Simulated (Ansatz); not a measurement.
# TiSi5: the cost of one run

Method: DFT PBE, scalar-relativistic, plane waves, PAW, in Ansatz 0.2.0.

### 1 The starting structure

The cell holds 24 atoms (Si20Ti4): a = 7.379 Å, b = 7.174 Å, c = 7.314 Å, α = 90.32°, β = 90.42°, γ = 90.12°.

It is the last frame of an earlier stage of the same melt, run at 1810 K.

Coordinates:

```
CELL_PARAMETERS angstrom
7.37929 -0.00735 -0.02706
-0.00735 7.17409 -0.02007
-0.02706 -0.02007 7.31400
ATOMIC_POSITIONS crystal
Si 0.88788 0.74585 0.00265
Si 0.58566 0.48264 0.29523
Si 0.10268 0.73475 0.46054
Si 0.98122 0.17638 0.05724
Si 0.99098 0.03361 0.32143
Si 0.41970 0.77084 0.55549
Si 0.52379 0.69564 0.93992
Si 0.24399 0.43297 0.06133
Si 0.52838 0.40893 0.68173
Si 0.59356 0.06885 0.42787
Si 0.17193 0.03000 0.59205
Si 0.22250 0.31661 0.76689
Si 0.26217 0.72065 0.20650
Si 0.89927 0.48419 0.33203
Si 0.44738 0.22615 0.16442
Si 0.87369 0.93415 0.75376
Si 0.80348 0.61419 0.70652
Si 0.75630 0.83453 0.25654
Si 0.23026 0.95736 0.97636
Si 0.51241 0.06294 0.86066
Ti 0.28981 0.47068 0.42315
Ti 0.74091 0.40067 0.99999
Ti 0.12800 0.67905 0.78926
Ti 0.89917 0.26478 0.62053
```

### 2 Langevin stage at 1000 K

One k point, a Fermi-Dirac width of 0.086 eV and a fixed cell.

The input, input.yaml:

```yaml
crystal:
  lattice:
    - [7.379288, -0.007348, -0.027063]
    - [-0.007348, 7.174087, -0.020073]
    - [-0.027063, -0.020073, 7.313999]
  atoms:
    - { symbol: Si, position: [0.8878779358, 0.7458516481, 0.0026488322] }
    - { symbol: Si, position: [0.5856638068, 0.4826368215, 0.2952284867] }
    - { symbol: Si, position: [0.102680824, 0.7347463677, 0.4605449442] }
    - { symbol: Si, position: [0.9812177752, 0.1763759363, 0.0572448189] }
    - { symbol: Si, position: [0.9909782466, 0.0336074056, 0.321432456] }
    - { symbol: Si, position: [0.4196981417, 0.7708417113, 0.5554857279] }
    - { symbol: Si, position: [0.5237930524, 0.6956410228, 0.9399236464] }
    - { symbol: Si, position: [0.2439934329, 0.4329730151, 0.0613319542] }
    - { symbol: Si, position: [0.5283822786, 0.4089289386, 0.6817289911] }
    - { symbol: Si, position: [0.593557311, 0.0688494604, 0.4278711156] }
    - { symbol: Si, position: [0.1719348772, 0.0299955536, 0.5920516516] }
    - { symbol: Si, position: [0.2225040042, 0.3166073214, 0.7668936856] }
    - { symbol: Si, position: [0.2621651868, 0.7206468424, 0.2065015355] }
    - { symbol: Si, position: [0.8992681051, 0.4841898574, 0.3320314739] }
    - { symbol: Si, position: [0.4473768069, 0.226145768, 0.1644213035] }
    - { symbol: Si, position: [0.8736930888, 0.9341508088, 0.7537578142] }
    - { symbol: Si, position: [0.8034787941, 0.614193888, 0.7065225554] }
    - { symbol: Si, position: [0.7562992141, 0.8345296373, 0.25654218] }
    - { symbol: Si, position: [0.2302646287, 0.9573563115, 0.9763585673] }
    - { symbol: Si, position: [0.5124057371, 0.0629417711, 0.8606620448] }
    - { symbol: Ti, position: [0.2898120717, 0.4706824391, 0.4231540771] }
    - { symbol: Ti, position: [0.7409130673, 0.4006698593, 0.9999868445] }
    - { symbol: Ti, position: [0.1279972812, 0.6790454236, 0.7892634631] }
    - { symbol: Ti, position: [0.8991678142, 0.2647809824, 0.6205315218] }
  symmetry: { detect: false }
basis:
  ecutwfc: 420
  xc_grid: 1
kpoints:
  mp_grid: { grid: [1, 1, 1], shift: [0.25, 0.25, 0.25] }
hamiltonian:
  xc: pbe
scf:
  occupations: { method: fermi_dirac, width: 0.0862 }
  lower_state_search: "off"
  convergence: { dr2_threshold: 1.0e-05 }
output:
  forces: true
  stress: true
md:
  timestep: 3.0
  n_steps: 189
  ensemble: nvt_langevin
  friction: 0.015
  temperature: 1000.0
  initial_velocities: maxwell_boltzmann
  seed: 38990
```

Started as:

```bash
> ansatz run input.yaml --threads 2 --pin off --max-ram 5120MiB --backend cpu --events-out ev --progress --plain --runs-dir out
```

Q: Estimate wall time and peak memory on 2 threads of Intel Xeon at 2.70GHz, shared host.

About 7.3 min, with a peak of 0.57 GiB.
